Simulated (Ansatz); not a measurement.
**WGe+ (doublet): the correlation ladder, def2-TZVPP**

One table from this session's results is given with a row withheld; the runs are named, their logs left out.

The runs use Ansatz 0.2.0, Gaussian basis; def2-TZVPP, core rule «outside noble gas», up to 18 orbitals frozen.

To be run: UHF; CCSD(T) on ROHF; CCSDT(Q) on ROHF; CASSCF and MRCISD+Q, 9 electrons in 10 orbitals; CASSCF and NEVPT2, 9 electrons in 10 orbitals.

4 further runs of the same task are left out: 1 for a known fault of the program, 1 that didn't finish, 2 set aside as unsound or not needed.

## The system

The geometry is a PBE0/def2-TZVP stationary point (not a proven minimum). No spin-orbit coupling is included. Elements past krypton take def2 core potentials. The filled d shell of Ge may be among the frozen orbitals whatever the setting's name suggests; the logs give the count.

2 atoms, charge 1, spin multiplicity 2.

Atoms are counted from 1 here; the program's logs count them from 0.

Bond lengths: W1–Ge2 2.450 Å.

The first run:

in.yaml

```yaml
crystal:
  periodic: [false, false, false]
  atoms:
    - {symbol: W, position_ang: [0.000000, 0.000000, 0.000000]}
    - {symbol: Ge, position_ang: [0.000000, 0.000000, 2.449800]}
basis:
  gaussian: {orbitals: def2-TZVPP}
total_charge: 1
magnetization: {spin_polarized: true, initial_magnetization: 1}
hamiltonian: {xc: hf}
output: {orbitals: {seedname: orbitals}}
```

The run is started by

```sh
$ ansatz run in.yaml --threads 1 --pin off --events-out ev --progress --plain --max-ram 3968MiB --backend cpu
```

Among the steps run: UHF; CCSD(T) on ROHF; CCSDT(Q) on ROHF; CASSCF and MRCISD+Q, 9 electrons in 10 orbitals; CASSCF and NEVPT2, 9 electrons in 10 orbitals.

One of the session's tables, all rows but one given; the rest of the session is left out.

```
          method  from RCCSDT(Q) (meV)
            ROHF                     ?
             UHF               +5840.9
            RMP2               +1337.9
           RCCSD                +953.1
        RCCSD(T)                +324.5
          RCCSDT                +230.3
       RCCSDT(Q)                     0
  CASSCF valence               +4416.7
  NEVPT2 valence               +1105.7
  MRCISD valence                +601.5
MRCISD+Q valence                +287.8
```

Q: Estimate the row for ROHF from the others.

**Answer.** from RCCSDT(Q) (meV): +7665.7. In the column «from RCCSDT(Q) (meV)» it is the highest.

The program flags RCCSDT(Q) as in doubt (see the logs), so the zero of the table is itself unsure.

Caveats from the session: The determinant is far from a pure spin state, so its energy mixes those of several spin states (harmless only where they are near-degenerate, as at dissociation). The program flags RCCSDT(Q) as in doubt, so the zero of the table is itself unsure. Warnings: spin contamination; large T1 diagnostic.
